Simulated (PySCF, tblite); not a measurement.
# C₅H₁₀O₂SSi: geometry, infrared bands and NMR shifts

What infrared bands and NMR shifts should C₅H₁₀O₂SSi (`[SiH3]OC(=S)OCC1CC1`) show?

Programs: tblite 0.8.0 and PySCF 2.14.0, with density-fitted response routines of our own. Each step states its level of theory. These are calculated values for one molecule in the gas phase, unless marked as measured. Atoms are numbered from 0 throughout.

## 1. The starting structure

19 atoms, charge 0, multiplicity 1; geometry from: force field or distance geometry start.

Bonds of the start (Å): Si0–O1 1.64, O1–C2 1.37, C2–S3 1.64, C2–O4 1.35, O4–C5 1.44, C5–C6 1.50, C6–C7 1.51, C7–C8 1.51, C8–C6 1.51, Si0–H9 1.48, Si0–H10 1.50, Si0–H11 1.48, C5–H12 1.11, C5–H13 1.10, C6–H14 1.08, C7–H15 1.08, C7–H16 1.08, C8–H17 1.08, C8–H18 1.08.

## 2. Optimising the geometry with GFN2-xTB

What the job is given:

```
{"job": {"kind": "relax", "xc": "GFN2-xTB", "basis": "xTB"}, "charge": 0, "multiplicity": 1}
Si    -3.275700     0.868500    -0.245100
O     -2.956600    -0.419200     0.716100
C     -1.744300    -1.025600     0.900600
S     -1.661200    -2.301900     1.926900
O     -0.736300    -0.491800     0.185100
C      0.600000    -1.010400     0.272400
C      1.473300    -0.193100    -0.638000
C      2.008100     1.148000    -0.185800
C      2.945700    -0.025800    -0.340700
H     -2.979300     0.542100    -1.654000
H     -4.729600     1.203100    -0.144400
H     -2.500000     2.048200     0.193100
H      0.948500    -0.936900     1.321500
H      0.625900    -2.054100    -0.059900
H      1.170900    -0.291100    -1.669800
H      2.049000     1.938100    -0.915000
H      1.774100     1.489700     0.815900
H      3.626400    -0.019600    -1.180900
H      3.351100    -0.458800     0.566200
```

Launch:

```bash
OMP_NUM_THREADS=1 python probes_run.py task.json out
```

The driver reads the jobs from task.json and runs them one after another.

**Question.** This job is followed by: GFN2-xTB harmonic vibrations, gas phase; GIAO PBE0/pcSseg-1 NMR shielding, non-relativistic, gas phase. Predict these results of the whole session: strongest single infrared mode (GFN2-xTB); zero-point energy (GFN2-xTB); ¹³C shifts against TMS (PBE0/pcSseg-1, means over atoms taken as alike); ¹H shifts against TMS (PBE0/pcSseg-1, means over atoms taken as alike); ²⁹Si shifts against TMS (PBE0/pcSseg-1); ¹⁷O shifts against H2O (PBE0/pcSseg-1); ³³S shifts against CS2 (PBE0/pcSseg-1).

The runs gave:

```
                                                               quantity                             value
                              strongest single infrared mode (GFN2-xTB)             1331 cm⁻¹, 637 km/mol
                                           zero-point energy (GFN2-xTB)                     86.9 kcal/mol
¹³C shifts against TMS (PBE0/pcSseg-1, means over atoms taken as alike)        197.8, 82.5, 12.3, 5.0 ppm
 ¹H shifts against TMS (PBE0/pcSseg-1, means over atoms taken as alike)  4.85, 4.13, 1.17, 0.64, 0.29 ppm
                                ²⁹Si shifts against TMS (PBE0/pcSseg-1)                         -39.2 ppm
                                 ¹⁷O shifts against H2O (PBE0/pcSseg-1)                  246.4, 180.9 ppm
                                 ³³S shifts against CS2 (PBE0/pcSseg-1)                           183 ppm
```

**Reading.** Over 45 steps the energy fell by 0.253 eV; of the close pairs, O1–C2 changed most, 1.368 to 1.305 Å. All 51 modes are real, so the xTB geometry is a minimum. The strongest single mode, at 1331 cm⁻¹, moves mainly C2. GFN2-xTB is a fitted tight-binding method: band positions and strengths are rough. Its intensities can rank the bands wrongly. C2 (thiocarbonyl carbon) lies farthest downfield among carbon, at 197.8 ppm; low-lying n→π* states of the double bond to the heteroatom give a large paramagnetic term (-264 ppm). At PBE0/pcSseg-1: Shielding is most anisotropic at S3 (span 573 ppm, paramagnetic term -736 ppm).
